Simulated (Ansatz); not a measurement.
# C4H4Si: two geometries relaxed

Aim: relax the geometries before and after the shift of H7 from Si3 to C4, and see whether they are two minima and how far apart in energy. SMILES of the start: C#C[SiH2]C#C.

All numbers below are computed with Ansatz 0.2.0 (RKS PBE0-D4/def2-SVP).

## (1) The system as given

Bond lengths: C1–C2 1.236 Å, C2–Si3 1.903 Å, Si3–C4 1.801 Å, C4–C5 1.247 Å, C1–H6 1.042 Å, Si3–H7 1.502 Å, Si3–H8 1.449 Å, C5–H9 1.080 Å. Angles: C1–C2–Si3 177.8°, C2–C1–H6 173.1°, C2–Si3–C4 110.8°, C2–Si3–H7 106.8°, C2–Si3–H8 107.6°, C4–Si3–H7 110.3°, C4–Si3–H8 114.2°, H7–Si3–H8 106.8°, Si3–C4–C5 174.9°, C4–C5–H9 174.5°.

As a file:

```xyz
9

C     2.0706   -0.1174    1.7374
C     1.2766   -0.3255    0.8136
Si    0.0877   -0.7096   -0.6215
C    -1.2525    0.4914   -0.6788
C    -2.2506    1.2375   -0.7348
H     2.6789    0.1671    2.5335
H     0.8976   -0.6485   -1.8844
H    -0.3503   -2.0823   -0.4718
H    -3.0696    1.9409   -0.7103
```

## (2) End point A

File input.yaml:

```yaml
crystal:
  periodic: [false, false, false]
  atoms:
    - { symbol: C, position_ang: [2.0706, -0.1174, 1.7374] }
    - { symbol: C, position_ang: [1.2766, -0.3255, 0.8136] }
    - { symbol: Si, position_ang: [0.0877, -0.7096, -0.6215] }
    - { symbol: C, position_ang: [-1.2525, 0.4914, -0.6788] }
    - { symbol: C, position_ang: [-2.2506, 1.2375, -0.7348] }
    - { symbol: H, position_ang: [2.6789, 0.1671, 2.5335] }
    - { symbol: H, position_ang: [0.8976, -0.6485, -1.8844] }
    - { symbol: H, position_ang: [-0.3503, -2.0823, -0.4718] }
    - { symbol: H, position_ang: [-3.0696, 1.9409, -0.7103] }
basis:
  gaussian: { orbitals: def2-SVP }
hamiltonian:
  xc: pbe0
  dispersion: d4
relax:
  f_tol: 0.02
  max_steps: 50
output:
  orbitals: {}
```

Started as:

```console
$ ansatz run input.yaml --threads 2 --pin off --max-ram 3072MiB --backend cpu --events-out ev --progress --plain --runs-dir out
```

The log of the run:

```text
Warning: RAYON_NUM_THREADS=2 ignored (pool sized by the plan → 2); use --threads N
The last accepted step is kept in <dir> (removed where the run ends without a failure and the disk answers)
Engine: ansatz 0.2.0, x86_64-unknown-linux-gnu
Functional definition: PBE0
  parameter a = 0.25
  parameter kappa = 0.804
  parameter beta = 0.06672455060314922
  exchange = (1 - a)*pbe_x(kappa = kappa, mu = beta*pi^2/3) + a*exact_x
  correlation = pbe_c(beta = beta)
1048 factors; integrals over basis functions are off by at most 5.4e-4 eV
mean field evaluation 1: about -12067.4022 eV, gradient 4.3e1 eV
mean field evaluation 2: about -12067.7793 eV, gradient 4.1e1 eV
mean field evaluation 4: about -12072.4793 eV, gradient 5.0e0 eV
mean field evaluation 8: about -12072.5653 eV, gradient 5.6e-2 eV
mean field evaluation 16: about -12072.5653 eV, gradient 1.5e-5 eV
mean field -12072.56526185 eV, -443.6585902945 hartree, gradient 1.5e-5 eV, S^2 0.000000; 0 other end points of the search recorded, 0 dependent functions left out
the calculation of the forces begins
reference -12072.56528913 eV, -443.6585912968 hartree; 21, 21 occupied and 73, 73 virtual orbitals, 1048 factors
relax step   1: F+E_penalty+E_count = -12072.72069597 eV  Δ(F+E_penalty+E_count) = +0.000e0 eV  max|allowed force component| = 2.992e0 eV/Å  Δτ_max = 0.0000 Å  (26 SCF iters, accepted)
these checks for a lower state are left out or cut short: starts, cluster_reference, orbital_swaps, neighbouring_geometries, increment
1048 factors; integrals over basis functions are off by at most 5.3e-4 eV
mean field -12072.74037137 eV, -443.6650254507 hartree, gradient 2.4e-5 eV, S^2 0.000000; 0 other end points of the search recorded, 0 dependent functions left out
the calculation of the forces begins
reference -12072.74039862 eV, -443.6650264518 hartree; 21, 21 occupied and 73, 73 virtual orbitals, 1048 factors
relax step   2: F+E_penalty+E_count = -12072.89766368 eV  Δ(F+E_penalty+E_count) = -1.770e-1 eV  max|allowed force component| = 8.140e-1 eV/Å  Δτ_max = 0.0574 Å  (31 SCF iters, accepted)
these checks for a lower state are left out or cut short: starts, cluster_reference, orbital_swaps, neighbouring_geometries, increment
1048 factors; integrals over basis functions are off by at most 5.3e-4 eV
mean field -12072.76068603 eV, -443.6657720006 hartree, gradient 2.1e-5 eV, S^2 0.000000; 0 other end points of the search recorded, 0 dependent functions left out
the calculation of the forces begins
reference -12072.76071324 eV, -443.6657730004 hartree; 21, 21 occupied and 73, 73 virtual orbitals, 1048 factors
relax step   3: F+E_penalty+E_count = -12072.91799188 eV  Δ(F+E_penalty+E_count) = -2.033e-2 eV  max|allowed force component| = 2.440e-1 eV/Å  Δτ_max = 0.0253 Å  (32 SCF iters, accepted)
these checks for a lower state are left out or cut short: starts, cluster_reference, orbital_swaps, neighbouring_geometries, increment
1048 factors; integrals over basis functions are off by at most 5.4e-4 eV
mean field evaluation 32: about -12072.7444 eV, gradient 5.0e-2 eV
mean field -12072.77154032 eV, -443.6661708883 hartree, gradient 2.1e-5 eV, S^2 0.000000; 0 other end points of the search recorded, 0 dependent functions left out
the calculation of the forces begins
reference -12072.77156747 eV, -443.6661718860 hartree; 21, 21 occupied and 73, 73 virtual orbitals, 1048 factors
relax step   4: F+E_penalty+E_count = -12072.92896809 eV  Δ(F+E_penalty+E_count) = -1.098e-2 eV  max|allowed force component| = 4.676e-3 eV/Å  Δτ_max = 0.0394 Å  (30 SCF iters, accepted)
1048 factors; integrals over basis functions are off by at most 5.4e-4 eV
mean field -12072.77154032 eV, -443.6661708883 hartree, gradient 2.1e-5 eV, S^2 0.000000; 1 other end points of the search recorded, 0 dependent functions left out
the calculation of the forces begins
reference -12072.77156747 eV, -443.6661718860 hartree; 21, 21 occupied and 73, 73 virtual orbitals, 1048 factors
Total energy: -12072.92899524 eV, -443.6719572500 hartree
Atom 0 at     2.003002    -0.069848     1.706604 Å, force    -0.003205     0.003907    -0.001004 eV/Å
Atom 1 at     1.256331    -0.321907     0.780002 Å, force    -0.001265    -0.001403    -0.001003 eV/Å
Atom 2 at     0.140775    -0.716450    -0.619933 Å, force     0.001766     0.001617     0.002788 eV/Å
Atom 3 at    -1.260791     0.464133    -0.656235 Å, force    -0.003099    -0.003386    -0.000275 eV/Å
Atom 4 at    -2.198869     1.237824    -0.688462 Å, force     0.003571     0.002989     0.003310 eV/Å
Atom 5 at     2.661897     0.155582     2.526835 Å, force    -0.001961    -0.002167    -0.003603 eV/Å
Atom 6 at     0.901046    -0.619516    -1.897796 Å, force    -0.004385    -0.001967     0.004676 eV/Å
Atom 7 at    -0.387362    -2.099774    -0.453566 Å, force     0.004589     0.002875    -0.003467 eV/Å
Atom 8 at    -3.027628     1.923556    -0.714548 Å, force     0.003989    -0.002466    -0.001422 eV/Å
Dipole moment:    -0.017968     0.093104     0.081754 e Å
```

It took 6.8 s on 2 threads of Intel Xeon Platinum 8488C (Sapphire Rapids), shared host; peak memory 0.2 GiB.

Relaxation path:

| step | energy from step 1 (eV) | largest force component (eV/Å) |
| --- | --- | --- |
| 1 | 0.0000 | 2.9921 |
| 2 | -0.1770 | 0.8140 |
| 3 | -0.1973 | 0.2440 |
| 4 | -0.2083 | 0.0047 |

Step 1 is the start.

After: Bond lengths: C1–C2 1.216 Å, C2–Si3 1.833 Å, Si3–C4 1.833 Å, C4–C5 1.216 Å, C1–H6 1.076 Å, Si3–H7 1.490 Å, Si3–H8 1.490 Å, C5–H9 1.076 Å. Angles: C1–C2–Si3 179.4°, C2–C1–H6 179.8°, C2–Si3–C4 110.0°, C2–Si3–H7 109.3°, C2–Si3–H8 109.3°, C4–Si3–H7 109.3°, C4–Si3–H8 109.2°, H7–Si3–H8 109.7°, Si3–C4–C5 179.3°, C4–C5–H9 179.8°.

## (3) Relaxing end B

The second end starts from a geometry with the move made by hand.

input.yaml: that of step 2 with these lines changed.

```diff
@@ -9,3 +9,3 @@
     - { symbol: H, position_ang: [2.6789, 0.1671, 2.5335] }
-    - { symbol: H, position_ang: [0.8976, -0.6485, -1.8844] }
+    - { symbol: H, position_ang: [-0.29903, 1.01476, -0.75009] }
     - { symbol: H, position_ang: [-0.3503, -2.0823, -0.4718] }
@@ -20,3 +20 @@
   max_steps: 50
-output:
-  orbitals: {}
```

Started as:

```console
$ ansatz run input.yaml --threads 2 --pin off --max-ram 3072MiB --backend cpu --events-out ev --progress --plain --runs-dir out
```

The log of the run:

```text
Warning: RAYON_NUM_THREADS=2 ignored (pool sized by the plan → 2); use --threads N
[... 8 set-up lines as earlier in the session ...]
1049 factors; integrals over basis functions are off by at most 5.5e-4 eV
mean field evaluation 1: about -12058.8014 eV, gradient 5.6e1 eV
mean field evaluation 2: about -12039.2416 eV, gradient 9.4e1 eV
mean field evaluation 4: about -12067.0582 eV, gradient 2.2e1 eV
mean field evaluation 8: about -12068.6045 eV, gradient 5.6e-1 eV
mean field evaluation 16: about -12068.6324 eV, gradient 1.9e-4 eV
mean field -12068.63235125 eV, -443.5140584957 hartree, gradient 2.6e-5 eV, S^2 0.000000; 0 other end points of the search recorded, 0 dependent functions left out
the calculation of the forces begins
reference -12068.63237689 eV, -443.5140594379 hartree; 21, 21 occupied and 73, 73 virtual orbitals, 1049 factors
relax step   1: F+E_penalty+E_count = -12068.79429686 eV  Δ(F+E_penalty+E_count) = +0.000e0 eV  max|allowed force component| = 2.443e0 eV/Å  Δτ_max = 0.0000 Å  (32 SCF iters, accepted)
these checks for a lower state are left out or cut short: starts, cluster_reference, orbital_swaps, neighbouring_geometries, increment
1049 factors; integrals over basis functions are off by at most 6.0e-4 eV
mean field -12069.28047149 eV, -443.5378764753 hartree, gradient 1.3e-5 eV, S^2 0.000000; 0 other end points of the search recorded, 0 dependent functions left out
the calculation of the forces begins
reference -12069.28049704 eV, -443.5378774141 hartree; 21, 21 occupied and 73, 73 virtual orbitals, 1049 factors
relax step   2: F+E_penalty+E_count = -12069.44829806 eV  Δ(F+E_penalty+E_count) = -6.540e-1 eV  max|allowed force component| = 1.618e0 eV/Å  Δτ_max = 0.1947 Å  (36 SCF iters, accepted)
these checks for a lower state are left out or cut short: starts, cluster_reference, orbital_swaps, neighbouring_geometries, increment
1049 factors; integrals over basis functions are off by at most 6.3e-4 eV
mean field evaluation 32: about -12069.5711 eV, gradient 2.1e-3 eV
mean field -12069.57105699 eV, -443.5485552953 hartree, gradient 1.3e-5 eV, S^2 0.000000; 0 other end points of the search recorded, 0 dependent functions left out
the calculation of the forces begins
reference -12069.57108274 eV, -443.5485562416 hartree; 21, 21 occupied and 73, 73 virtual orbitals, 1049 factors
relax step   3: F+E_penalty+E_count = -12069.73924065 eV  Δ(F+E_penalty+E_count) = -2.909e-1 eV  max|allowed force component| = 1.544e0 eV/Å  Δτ_max = 0.1954 Å  (34 SCF iters, accepted)
these checks for a lower state are left out or cut short: starts, cluster_reference, orbital_swaps, neighbouring_geometries, increment
1049 factors; integrals over basis functions are off by at most 6.4e-4 eV
mean field -12069.93382447 eV, -443.5618867544 hartree, gradient 1.5e-5 eV, S^2 0.000000; 0 other end points of the search recorded, 0 dependent functions left out
the calculation of the forces begins
reference -12069.93385055 eV, -443.5618877126 hartree; 21, 21 occupied and 73, 73 virtual orbitals, 1049 factors
relax step   4: F+E_penalty+E_count = -12070.09504816 eV  Δ(F+E_penalty+E_count) = -3.558e-1 eV  max|allowed force component| = 1.563e0 eV/Å  Δτ_max = 0.1948 Å  (34 SCF iters, accepted)
these checks for a lower state are left out or cut short: starts, cluster_reference, orbital_swaps, neighbouring_geometries, increment
1049 factors; integrals over basis functions are off by at most 6.4e-4 eV
mean field -12070.47211350 eV, -443.5816685112 hartree, gradient 1.2e-5 eV, S^2 0.000000; 0 other end points of the search recorded, 0 dependent functions left out
the calculation of the forces begins
reference -12070.47213984 eV, -443.5816694791 hartree; 21, 21 occupied and 73, 73 virtual orbitals, 1049 factors
relax step   5: F+E_penalty+E_count = -12070.63179628 eV  Δ(F+E_penalty+E_count) = -5.367e-1 eV  max|allowed force component| = 1.935e0 eV/Å  Δτ_max = 0.1948 Å  (31 SCF iters, accepted)
these checks for a lower state are left out or cut short: starts, cluster_reference, orbital_swaps, neighbouring_geometries, increment
1049 factors; integrals over basis functions are off by at most 6.6e-4 eV
mean field -12071.15323832 eV, -443.6066993866 hartree, gradient 1.9e-5 eV, S^2 0.000000; 0 other end points of the search recorded, 0 dependent functions left out
the calculation of the forces begins
reference -12071.15326480 eV, -443.6067003597 hartree; 21, 21 occupied and 73, 73 virtual orbitals, 1049 factors
relax step   6: F+E_penalty+E_count = -12071.31251282 eV  Δ(F+E_penalty+E_count) = -6.807e-1 eV  max|allowed force component| = 2.245e0 eV/Å  Δτ_max = 0.1946 Å  (32 SCF iters, accepted)
these checks for a lower state are left out or cut short: starts, cluster_reference, orbital_swaps, neighbouring_geometries, increment
1049 factors; integrals over basis functions are off by at most 7.2e-4 eV
mean field -12071.75563808 eV, -443.6288371695 hartree, gradient 1.6e-5 eV, S^2 0.000000; 0 other end points of the search recorded, 0 dependent functions left out
the calculation of the forces begins
reference -12071.75566480 eV, -443.6288381517 hartree; 21, 21 occupied and 73, 73 virtual orbitals, 1049 factors
relax step   7: F+E_penalty+E_count = -12071.91429461 eV  Δ(F+E_penalty+E_count) = -6.018e-1 eV  max|allowed force component| = 1.847e0 eV/Å  Δτ_max = 0.1924 Å  (31 SCF iters, accepted)
these checks for a lower state are left out or cut short: starts, cluster_reference, orbital_swaps, neighbouring_geometries, increment
1049 factors; integrals over basis functions are off by at most 7.3e-4 eV
mean field evaluation 64: about -12072.2435 eV, gradient 8.1e-2 eV
mean field -12072.26946267 eV, -443.6477198750 hartree, gradient 8.4e-6 eV, S^2 0.000000; 0 other end points of the search recorded, 0 dependent functions left out
the calculation of the forces begins
reference -12072.26948937 eV, -443.6477208563 hartree; 21, 21 occupied and 73, 73 virtual orbitals, 1049 factors
relax step   8: F+E_penalty+E_count = -12072.42741237 eV  Δ(F+E_penalty+E_count) = -5.131e-1 eV  max|allowed force component| = 9.793e-1 eV/Å  Δτ_max = 0.1960 Å  (32 SCF iters, accepted)
these checks for a lower state are left out or cut short: starts, cluster_reference, orbital_swaps, neighbouring_geometries, increment
1049 factors; integrals over basis functions are off by at most 6.9e-4 eV
mean field -12072.51763605 eV, -443.6568400784 hartree, gradient 2.5e-5 eV, S^2 0.000000; 0 other end points of the search recorded, 0 dependent functions left out
the calculation of the forces begins
reference -12072.51766286 eV, -443.6568410638 hartree; 21, 21 occupied and 73, 73 virtual orbitals, 1049 factors
relax step   9: F+E_penalty+E_count = -12072.67542913 eV  Δ(F+E_penalty+E_count) = -2.480e-1 eV  max|allowed force component| = 6.027e-1 eV/Å  Δτ_max = 0.2000 Å  (30 SCF iters, accepted)
these checks for a lower state are left out or cut short: starts, cluster_reference, orbital_swaps, neighbouring_geometries, increment
1049 factors; integrals over basis functions are off by at most 6.9e-4 eV
mean field -12072.65782282 eV, -443.6619918473 hartree, gradient 2.6e-5 eV, S^2 0.000000; 0 other end points of the search recorded, 0 dependent functions left out
the calculation of the forces begins
reference -12072.65784960 eV, -443.6619928314 hartree; 21, 21 occupied and 73, 73 virtual orbitals, 1049 factors
relax step  10: F+E_penalty+E_count = -12072.81522370 eV  Δ(F+E_penalty+E_count) = -1.398e-1 eV  max|allowed force component| = 3.613e-1 eV/Å  Δτ_max = 0.2000 Å  (29 SCF iters, accepted)
these checks for a lower state are left out or cut short: starts, cluster_reference, orbital_swaps, neighbouring_geometries, increment
1049 factors; integrals over basis functions are off by at most 6.2e-4 eV
mean field -12072.74488607 eV, -443.6651913628 hartree, gradient 1.6e-5 eV, S^2 0.000000; 0 other end points of the search recorded, 0 dependent functions left out
the calculation of the forces begins
reference -12072.74491299 eV, -443.6651923519 hartree; 21, 21 occupied and 73, 73 virtual orbitals, 1049 factors
relax step  11: F+E_penalty+E_count = -12072.90190658 eV  Δ(F+E_penalty+E_count) = -8.668e-2 eV  max|allowed force component| = 1.429e-1 eV/Å  Δτ_max = 0.2000 Å  (29 SCF iters, accepted)
these checks for a lower state are left out or cut short: starts, cluster_reference, orbital_swaps, neighbouring_geometries, increment
1049 factors; integrals over basis functions are off by at most 5.4e-4 eV
mean field evaluation 96: about -12072.7546 eV, gradient 1.9e-5 eV
mean field -12072.75461347 eV, -443.6655488379 hartree, gradient 1.9e-5 eV, S^2 0.000000; 0 other end points of the search recorded, 0 dependent functions left out
the calculation of the forces begins
reference -12072.75464045 eV, -443.6655498294 hartree; 21, 21 occupied and 73, 73 virtual orbitals, 1049 factors
relax step  12: F+E_penalty+E_count = -12072.91226480 eV  Δ(F+E_penalty+E_count) = -1.036e-2 eV  max|allowed force component| = 1.486e0 eV/Å  Δτ_max = 0.1683 Å  (30 SCF iters, accepted)
these checks for a lower state are left out or cut short: starts, cluster_reference, orbital_swaps, neighbouring_geometries, increment
1049 factors; integrals over basis functions are off by at most 5.4e-4 eV
mean field -12072.77135665 eV, -443.6661641384 hartree, gradient 2.0e-5 eV, S^2 0.000000; 0 other end points of the search recorded, 0 dependent functions left out
the calculation of the forces begins
reference -12072.77138367 eV, -443.6661651314 hartree; 21, 21 occupied and 73, 73 virtual orbitals, 1049 factors
relax step  13: F+E_penalty+E_count = -12072.92864471 eV  Δ(F+E_penalty+E_count) = -1.638e-2 eV  max|allowed force component| = 2.808e-2 eV/Å  Δτ_max = 0.0140 Å  (32 SCF iters, accepted)
these checks for a lower state are left out or cut short: starts, cluster_reference, orbital_swaps, neighbouring_geometries, increment
1049 factors; integrals over basis functions are off by at most 5.4e-4 eV
mean field -12072.77155012 eV, -443.6661712485 hartree, gradient 2.1e-5 eV, S^2 0.000000; 0 other end points of the search recorded, 0 dependent functions left out
the calculation of the forces begins
reference -12072.77157712 eV, -443.6661722407 hartree; 21, 21 occupied and 73, 73 virtual orbitals, 1049 factors
relax step  14: F+E_penalty+E_count = -12072.92896978 eV  Δ(F+E_penalty+E_count) = -3.251e-4 eV  max|allowed force component| = 3.396e-3 eV/Å  Δτ_max = 0.0211 Å  (31 SCF iters, accepted)
1049 factors; integrals over basis functions are off by at most 5.4e-4 eV
mean field -12072.77155012 eV, -443.6661712485 hartree, gradient 2.1e-5 eV, S^2 0.000000; 1 other end points of the search recorded, 0 dependent functions left out
the calculation of the forces begins
reference -12072.77157712 eV, -443.6661722407 hartree; 21, 21 occupied and 73, 73 virtual orbitals, 1049 factors
Total energy: -12072.92899678 eV, -443.6719573065 hartree
Atom 0 at     1.896442    -0.021126     1.792204 Å, force    -0.000618     0.000280     0.000028 eV/Å
Atom 1 at     1.157546    -0.163078     0.836493 Å, force     0.000649     0.000276     0.000120 eV/Å
Atom 2 at     0.059130    -0.390085    -0.612784 Å, force     0.000945    -0.002031    -0.003396 eV/Å
Atom 3 at    -1.443679     0.642660    -0.429953 Å, force     0.000174     0.000636    -0.000218 eV/Å
Atom 4 at    -2.445262     1.324299    -0.321849 Å, force     0.000083     0.000079     0.000555 eV/Å
Atom 5 at     2.549220     0.105335     2.638009 Å, force    -0.001318     0.000967     0.001055 eV/Å
Atom 6 at     0.785914     0.014055    -1.848925 Å, force    -0.000070    -0.001343     0.000100 eV/Å
Atom 7 at    -0.336859    -1.822965    -0.710793 Å, force     0.000166     0.000686    -0.000194 eV/Å
Atom 8 at    -3.330682     1.927763    -0.225192 Å, force    -0.000011     0.000451     0.001950 eV/Å
Dipole moment:    -0.023737     0.075099     0.096651 e Å
```

It took 21 s on 2 threads of Intel Xeon Platinum 8488C (Sapphire Rapids), shared host; peak memory 0.2 GiB.

The steps of the relaxation:

| step | energy from step 1 (eV) | largest force component (eV/Å) |
| --- | --- | --- |
| 1 | 0.0000 | 2.4434 |
| 2 | -0.6540 | 1.6178 |
| 3 | -0.9449 | 1.5442 |
| 4 | -1.3008 | 1.5627 |
| 5 | -1.8375 | 1.9348 |
| 6 | -2.5182 | 2.2454 |
| 7 | -3.1200 | 1.8468 |
| 8 | -3.6331 | 0.9793 |
| 9 | -3.8811 | 0.6027 |
| 10 | -4.0209 | 0.3613 |
| 11 | -4.1076 | 0.1429 |
| 12 | -4.1180 | 1.4856 |
| 13 | -4.1343 | 0.0281 |
| 14 | -4.1347 | 0.0034 |

Step 1 is the start.

After: Bond lengths: C1–C2 1.216 Å, C2–Si3 1.833 Å, Si3–C4 1.833 Å, C4–C5 1.216 Å, C1–H6 1.076 Å, Si3–H7 1.490 Å, Si3–H8 1.490 Å, C5–H9 1.076 Å. Angles: C1–C2–Si3 179.3°, C2–C1–H6 179.9°, C2–Si3–C4 110.0°, C2–Si3–H7 109.3°, C2–Si3–H8 109.3°, C4–Si3–H7 109.3°, C4–Si3–H8 109.3°, H7–Si3–H8 109.6°, Si3–C4–C5 179.3°, C4–C5–H9 179.9°.

Pairs that crossed the distance rule for bonds on the way: came closer Si3–H7; moved apart C4–H7.

## (4) What came out

```
                           quantity                     value
                              end A   3 moves, 0.208 eV lower
                              end B  13 moves, 4.135 eV lower
largest difference between the ends                    0.01 Å
            end B relative to end A                 -0.000 eV
```

What this shows: The two relaxations end at one structure, within 0.01 Å: no second minimum was found from this start, which doesn't rule one out.
